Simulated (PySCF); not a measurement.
# Mn²⁺: excitation energy in dyall-av2z

Wanted: the excitation energy of manganese, up a ladder of methods.

Program: PySCF 2.14.0. Level of theory: unrestricted determinants in a Gaussian basis, no spin-orbit coupling in the energies. These are calculated values, not measurements, unless marked.

## (1) The system

* Element: manganese (Z = 25)
* Basis: dyall-av2z
* Hamiltonian: no relativity, point nucleus
* State 1: Mn²⁺: [Ar] 3d4 4p1, one real determinant (an excited configuration)
* Needed too, but not shown: Mn²⁺ [Ar] 3d5 (6S)
* Methods: UHF, LDA, PBE, PBE0, r2SCAN, TPSS, B2PLYP, wB97X-V, wB97M-V, MP2
* Core shells frozen in the correlated runs: valence: [Ar] (for Mn²⁺)

The outer shells:

Mn2+ [Ar] 3d4 4p1
```
[Ar] core
3d [↑ ][↑ ][↑ ][↑ ][  ]
4p [↑ ][  ][  ]
```

The runs were made by one driver on top of PySCF. The scripts below sum up each run's settings (the driver also hands on starting orbitals that pick excited configurations, and frozen orbitals as a list rather than a count), and the logs come from the driver's own runs. The driver starts from symmetry-adapted Hartree-Fock orbitals, holds the occupation by maximum overlap and uses a logarithmic radial grid for functionals, so a plain start would take other cycles.

The integrals over 101 functions and the set-up took 0.52 s of CPU time.

## (2) Mn²⁺ [Ar] 3d4 4p1

UHF:

The input, input.py:

```python
from pyscf import gto, scf, dft, mp, cc
import basis_set_exchange as bse
mol = gto.M(atom="Mn 0 0 0", charge=2, spin=5, symmetry="D2h",
            basis=gto.basis.parse(bse.get_basis("dyall-av2z", elements=["Mn"], fmt="nwchem")))
mf = scf.UHF(mol)
mf.irrep_nelec = {'Ag': (4, 3), 'B1g': (1, 0), 'B2g': (1, 0), 'B3g': (1, 0), 'B1u': (3, 2), 'B2u': (2, 2), 'B3u': (2, 2)}
mf.kernel()
```

LDA:

input.py differs from the last one in:

```diff
@@ -4,3 +4,3 @@
             basis=gto.basis.parse(bse.get_basis("dyall-av2z", elements=["Mn"], fmt="nwchem")))
-mf = scf.UHF(mol)
+mf = dft.UKS(mol, xc="LDA,VWN")
 mf.irrep_nelec = {'Ag': (4, 3), 'B1g': (1, 0), 'B2g': (1, 0), 'B3g': (1, 0), 'B1u': (3, 2), 'B2u': (2, 2), 'B3u': (2, 2)}
```

PBE:

input.py differs from the last one in:

```diff
@@ -4,3 +4,3 @@
             basis=gto.basis.parse(bse.get_basis("dyall-av2z", elements=["Mn"], fmt="nwchem")))
-mf = dft.UKS(mol, xc="LDA,VWN")
+mf = dft.UKS(mol, xc="PBE")
 mf.irrep_nelec = {'Ag': (4, 3), 'B1g': (1, 0), 'B2g': (1, 0), 'B3g': (1, 0), 'B1u': (3, 2), 'B2u': (2, 2), 'B3u': (2, 2)}
```

PBE0:

input.py differs from the last one in:

```diff
@@ -4,3 +4,3 @@
             basis=gto.basis.parse(bse.get_basis("dyall-av2z", elements=["Mn"], fmt="nwchem")))
-mf = dft.UKS(mol, xc="PBE")
+mf = dft.UKS(mol, xc="PBE0")
 mf.irrep_nelec = {'Ag': (4, 3), 'B1g': (1, 0), 'B2g': (1, 0), 'B3g': (1, 0), 'B1u': (3, 2), 'B2u': (2, 2), 'B3u': (2, 2)}
```

r2SCAN:

input.py differs from the last one in:

```diff
@@ -4,3 +4,3 @@
             basis=gto.basis.parse(bse.get_basis("dyall-av2z", elements=["Mn"], fmt="nwchem")))
-mf = dft.UKS(mol, xc="PBE0")
+mf = dft.UKS(mol, xc="R2SCAN")
 mf.irrep_nelec = {'Ag': (4, 3), 'B1g': (1, 0), 'B2g': (1, 0), 'B3g': (1, 0), 'B1u': (3, 2), 'B2u': (2, 2), 'B3u': (2, 2)}
```

TPSS:

input.py differs from the last one in:

```diff
@@ -4,3 +4,3 @@
             basis=gto.basis.parse(bse.get_basis("dyall-av2z", elements=["Mn"], fmt="nwchem")))
-mf = dft.UKS(mol, xc="R2SCAN")
+mf = dft.UKS(mol, xc="TPSS")
 mf.irrep_nelec = {'Ag': (4, 3), 'B1g': (1, 0), 'B2g': (1, 0), 'B3g': (1, 0), 'B1u': (3, 2), 'B2u': (2, 2), 'B3u': (2, 2)}
```

B2PLYP:

input.py differs from the last one in:

```diff
@@ -4,3 +4,3 @@
             basis=gto.basis.parse(bse.get_basis("dyall-av2z", elements=["Mn"], fmt="nwchem")))
-mf = dft.UKS(mol, xc="TPSS")
+mf = dft.UKS(mol, xc="0.53*HF + 0.47*B88, 0.73*LYP")
 mf.irrep_nelec = {'Ag': (4, 3), 'B1g': (1, 0), 'B2g': (1, 0), 'B3g': (1, 0), 'B1u': (3, 2), 'B2u': (2, 2), 'B3u': (2, 2)}
```

wB97X-V:

```python
from pyscf import gto, scf, dft, mp, cc
import basis_set_exchange as bse
mol = gto.M(atom="Mn 0 0 0", charge=2, spin=5, symmetry="D2h",
            basis=gto.basis.parse(bse.get_basis("dyall-av2z", elements=["Mn"], fmt="nwchem")))
mf = dft.UKS(mol, xc="WB97X_V")
mf.irrep_nelec = {'Ag': (4, 3), 'B1g': (1, 0), 'B2g': (1, 0), 'B3g': (1, 0), 'B1u': (3, 2), 'B2u': (2, 2), 'B3u': (2, 2)}
mf.kernel()
```

wB97M-V:

input.py differs from the last one in:

```diff
@@ -4,3 +4,3 @@
             basis=gto.basis.parse(bse.get_basis("dyall-av2z", elements=["Mn"], fmt="nwchem")))
-mf = dft.UKS(mol, xc="WB97X_V")
+mf = dft.UKS(mol, xc="WB97M_V")
 mf.irrep_nelec = {'Ag': (4, 3), 'B1g': (1, 0), 'B2g': (1, 0), 'B3g': (1, 0), 'B1u': (3, 2), 'B2u': (2, 2), 'B3u': (2, 2)}
```

## (3) Mn²⁺ [Ar] 3d4 4p1, continued

MP2 (valence):

The input, input.py:

```python
from pyscf import gto, scf, dft, mp, cc
import basis_set_exchange as bse
mol = gto.M(atom="Mn 0 0 0", charge=2, spin=5, symmetry="D2h",
            basis=gto.basis.parse(bse.get_basis("dyall-av2z", elements=["Mn"], fmt="nwchem")))
mf = scf.UHF(mol)
mf.irrep_nelec = {'Ag': (4, 3), 'B1g': (1, 0), 'B2g': (1, 0), 'B3g': (1, 0), 'B1u': (3, 2), 'B2u': (2, 2), 'B3u': (2, 2)}
mf.kernel()
mp.UMP2(mf, frozen=9).kernel()
```

Q: Predict the outcome of this session.

As calculated:

| quantity | value |
| --- | --- |
| excitation energy, Mn²⁺ → [Ar] 3d4 4p1 | UHF 13.395, MP2 (valence) 13.943 eV |

What this shows: The methods span 0.604 eV, from UHF (13.395) to LDA (13.999). No reference value is at hand in this session. All values hold for this basis alone; no basis-set limit was taken.
